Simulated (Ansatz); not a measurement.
# HgMo: the cost of one run

Method: DFT PBE, scalar-relativistic, plane waves, PAW, in Ansatz 0.2.0.

## 1. Starting point

It takes space group P4/mmm (No. 123, tetragonal). Conventional cell: a = 3.167 Å, b = 3.167 Å, c = 4.152 Å, α = 90.00°, β = 90.00°, γ = 90.00°. Hg (site symmetry 4/mmm) is surrounded by 8 Mo at 3.05 Å and 4 Hg at 3.17 Å. Mo (site symmetry 4/mmm) is surrounded by 8 Hg at 3.05 Å and 4 Mo at 3.17 Å.

As a file:

```cif
data_structure
_symmetry_space_group_name_H-M 'P4/mmm'
_symmetry_Int_Tables_number 123
_cell_length_a 3.1675
_cell_length_b 3.1675
_cell_length_c 4.1517
_cell_angle_alpha 90.000
_cell_angle_beta 90.000
_cell_angle_gamma 90.000
_cell_volume 41.65
loop_
_atom_site_label
_atom_site_type_symbol
_atom_site_symmetry_multiplicity
_atom_site_Wyckoff_symbol
_atom_site_fract_x
_atom_site_fract_y
_atom_site_fract_z
_atom_site_occupancy
Hg1 Hg 1 d 0.50000 0.50000 0.50000 1
Mo1 Mo 1 a 0.00000 0.00000 0.00000 1
```

This is candidate A: CuAu (L1_0) type (P4/mmm, No. 123).

(A quick probe on a coarse mesh, which set the mesh and smearing, is not shown.)

## 3. Coarse relaxation (candidate A)

input.yaml

```yaml
crystal:
  lattice:
    - [3.1674895167, 0.0, 0.0]
    - [0.0, 3.1674895167, 0.0]
    - [0.0, 0.0, 4.1516737593]
  atoms:
    - { symbol: Hg, position: [0.5, 0.5, 0.5] }
    - { symbol: Mo, position: [0.0, 0.0, 0.0] }
basis:
  ecutwfc: 420
kpoints:
  mp_grid: { grid: [6, 6, 4] }
hamiltonian:
  xc: pbe
scf:
  occupations: { method: gaussian, width: 0.1 }
  lower_state_search: "off"
output:
  forces: true
  stress: true
  eigenvalues: true
relax:
  adjacent_minimum: "off"
  f_tol: 0.04
  max_steps: 70
  cell: { stress_tol: 0.4 }
```

The run is started by

```console
ansatz run input.yaml --threads 1 --pin off --max-ram 2560MiB --backend cpu --events-out ev --progress --plain --runs-dir out
```

What time and memory should one allow on 1 thread of Intel Xeon 6975P-C (Granite Rapids), shared host?

About 5.9 s, with a peak of 0.38 GiB.
